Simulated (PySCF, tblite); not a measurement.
**C₇H₉ radical: geometry, infrared bands and EPR parameters**

Wanted: the infrared bands and EPR parameters of C₇H₉ radical (`CC1=C[C@@H]2[CH][C@@H]2C1`), by calculation.

Computed with tblite 0.8.0 and PySCF 2.14.0, with density-fitted response routines of our own, on a single molecule in the gas phase. Atoms count from 0, in the outputs and in this text.

## 1. Starting geometry

16 atoms, charge 0, multiplicity 2; geometry from: force field or distance geometry start.

Bonds of the start (Å): C0–C1 1.50, C1–C2 1.31, C2–C3 1.47, C3–C4 1.51, C4–C5 1.51, C5–C6 1.49, C6–C1 1.47, C5–C3 1.51, C0–H7 1.12, C0–H8 1.12, C0–H9 1.11, C2–H10 1.10, C3–H11 1.10, C4–H12 1.10, C5–H13 1.10, C6–H14 1.10, C6–H15 1.14.

## 2. Optimising the geometry with GFN2-xTB

Job settings and geometry (Å):

```
{"job": {"kind": "relax", "xc": "GFN2-xTB", "basis": "xTB"}, "charge": 0, "multiplicity": 2}
C      1.989400     0.715300     0.530000
C      0.621400     0.271400     0.093500
C     -0.374400     1.086100    -0.135000
C     -1.573900     0.336600    -0.547000
C     -2.176400    -0.762900     0.291600
C     -1.089200    -1.081600    -0.705700
C      0.265800    -1.145700    -0.099400
H      2.225400     0.169100     1.475100
H      2.751300     0.376700    -0.214700
H      2.036800     1.813100     0.687500
H     -0.321900     2.185500    -0.047800
H     -2.283700     0.749700    -1.281100
H     -1.988200    -0.858600     1.373200
H     -1.300600    -1.506500    -1.701200
H      1.008700    -1.705300    -0.683100
H      0.202000    -1.592300     0.952700
```

The run is started by

```
> OMP_NUM_THREADS=1 python probes_run.py task.json out
```

This one command runs all jobs of the session in turn.

**Question.** This job is followed by: GFN2-xTB harmonic vibrations, gas phase; UKS B3LYP, pcH-1 on C H, non-relativistic, mean-field spin-orbit, GIAO. What will the session give for the following? strongest single infrared mode (GFN2-xTB); zero-point energy (GFN2-xTB); g(iso) (B3LYP); ⟨S²⟩; largest a(iso) (averaged by class); surface potential, 1st and 99th percentile.

**Answer**, as computed:

| quantity | value |
| --- | --- |
| strongest single infrared mode (GFN2-xTB) | 3118 cm⁻¹, 56 km/mol |
| zero-point energy (GFN2-xTB) | 83.8 kcal/mol |
| g(iso) (B3LYP) | 2.00262 |
| ⟨S²⟩ | 0.754 (exact 0.75) |
| largest a(iso) (averaged by class) | 13C on C4, 270.9 MHz |
| surface potential, 1st and 99th percentile | -0.79 V and 0.71 V |

Relaxing lowered the energy by 0.516 eV in 51 steps; the close pair that moved most is C6–H15, from 1.145 to 1.093 Å. No mode is imaginary among the 42: a minimum at this level. Unscaled tight-binding wavenumbers are off by several per cent, some by more. Its intensities can rank the bands wrongly. C4 carries the largest spin population, 0.95 e. The isotropic g lies 0.3 ppt above the free-electron value.
